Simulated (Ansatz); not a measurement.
# NiMoIrPdW under changes of volume

One of the cells (14.971 Å³/atom); the others are scaled copies at fixed shape and fractional positions:

```
Ni Mo Pd Ir W
1.0
     2.76078    0.00000    0.00000
    -1.38039    2.39090    0.00000
     0.00000    0.00000   11.34051
Ni Mo Pd Ir W
1 1 1 1 1
Direct
  0.00000 0.00000 0.70917
  0.66667 0.33333 0.29425
  0.66667 0.33333 0.89901
  0.00000 0.00000 0.10604
  0.66667 0.33333 0.52921
```

The cell was built by a generator and needn't be a form met in nature.

| Quantity | Value |
| --- | --- |
| Program | Ansatz 0.2.0 |
| Functional | PBE |
| Potentials or basis | Ansatz PAW |
| Cutoff | 420 eV (not typed: the program's choice for these potentials) |
| k mesh | 11 × 11 × 3 |
| Occupations | fermi-dirac, width 0.05 eV |
| Spin | collinear spin, ferromagnetic start |
| Starting moments | [1.0, 1.0, 0.0, 0.6, 0.0] μB |

```csv
volume (Å³/atom),energy over the lowest point (meV/atom),pressure (GPa),largest force (eV/Å)
14.073,?,?,?
14.372,18.02,10.4,0.581
14.672,4.08,4.8,0.424
14.971,0.00,-0.2,0.281
15.271,4.71,-4.6,0.152
15.570,17.27,-8.6,0.145
15.869,36.82,-12.1,0.217
```

Question: What does the run at 14.073 Å³/atom give?

Answer: Energy over the lowest point 42.98 meV/atom; pressure 16.6 GPa; largest force 0.755 eV/Å.

Worked out: A Birch-Murnaghan fit of order 3 (a polynomial in V^(-2/3)) to the other rows has its minimum at 14.95 Å³/atom with B0 = V·E''(V) = 236 GPa and B' = 4.6 at fixed shape and positions, which overstates the stiffness. It gives 42.91 meV/atom at 14.073 Å³/atom, against the run's 42.98, and -dE/dV = 16.5 GPa, against 16.6.

Energies are extrapolated to zero smearing.

Caveats: the starting moments weren't kept.
